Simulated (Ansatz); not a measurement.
**BeNa− (triplet): wave-function methods side by side at distance Be1–Na2 = 4.538 Å, aug-cc-pVTZ**

How much of the correlation energy of BeNa− (triplet) does each wave-function method recover here?

Program: Ansatz 0.2.0, Gaussian basis. Level of theory: aug-cc-pVTZ, core rule «outside noble gas», up to 6 orbitals frozen. These are calculated values, not measurements.

To be run: UHF; CCSD(T) on ROHF; CCSD(T) on UHF; BCCD(T) on ROHF; CCSDT(Q) on ROHF; CCSDT(Q) on UHF; Full CI.

46 further runs of the same task are left out: 22 for a known fault of the program, 18 that didn't finish, 6 set aside as unsound or not needed.

## (1) What is computed

The geometry derives from a PBE0/def2-TZVPD stationary point (not a proven minimum). One bond is set to the value named and the two fragments are kept rigid.

2 atoms, charge -1, spin multiplicity 3.

Atoms are counted from 1 here; the program's logs count them from 0.

No contacts short enough for the rule that draws bonds.

## (2) UHF

Contents of in.yaml:

```yaml
crystal:
  periodic: [false, false, false]
  atoms:
    - {symbol: Be, position_ang: [0.000000, 0.000000, 0.000000]}
    - {symbol: Na, position_ang: [0.000000, 0.000000, 4.538000]}
basis:
  gaussian: {orbitals: aug-cc-pVTZ}
total_charge: -1
magnetization: {spin_polarized: true, initial_magnetization: 2}
hamiltonian: {xc: hf}
output: {orbitals: {seedname: orbitals}}
```

The run is started by

```
$ ansatz run in.yaml --threads 1 --pin off --events-out ev --progress --plain --max-ram 2393MiB
```

After this run come: CCSD(T) on ROHF; CCSD(T) on UHF; BCCD(T) on ROHF; CCSDT(Q) on ROHF; CCSDT(Q) on UHF; Full CI.

Before running them: what should the planned runs give, taken together? Wanted: FCI from the RHF energy; RMP2 from FCI; UMP2 from FCI; RCCSD from FCI; RCCSD(T) from FCI; UCCSD(T) from FCI; RCCSDT(Q) from FCI; UCCSDT(Q) from FCI; T1 diagnostic.

The runs gave:

```
                         quantity                                                              value
          FCI from the ROHF energy                                                         -1.5662 eV
                    RMP2 from FCI                                                    +13.58 kcal/mol
                    UMP2 from FCI                                                    +14.09 kcal/mol
                   RCCSD from FCI                                                     +1.52 kcal/mol
                RCCSD(T) from FCI                                                     +0.46 kcal/mol
                UCCSD(T) from FCI                                                     +0.47 kcal/mol
               RCCSDT(Q) from FCI                                                     +0.01 kcal/mol
               UCCSDT(Q) from FCI                                                      0.00 kcal/mol
levels within 1 kcal/mol (43 meV)  RCCSD(T), UCCSD(T), BCCD(T), RCCSDT, UCCSDT, RCCSDT(Q), UCCSDT(Q)
                    T1 diagnostic                                                              0.091
   effectively unpaired electrons                                                               2.14
```

**Reading.** RCCSD(T) lands +0.46 kcal/mol from the yardstick (1.3 % of the correlation energy). The occupations are near whole numbers, but T1 = 0.091 shows that the orbitals relax strongly. Coupled cluster took another determinant than the lowest Hartree-Fock one. These misses are within one basis, not against nature; the frozen cores of restricted and unrestricted runs differ, which can shift their rows.

Levels on UHF freeze UHF's core orbitals, full CI those of ROHF, so the U rows can settle a little off it for that reason alone.

The ROHF row is the lowest solution found; coupled cluster stands on another one, 0.02 eV higher.
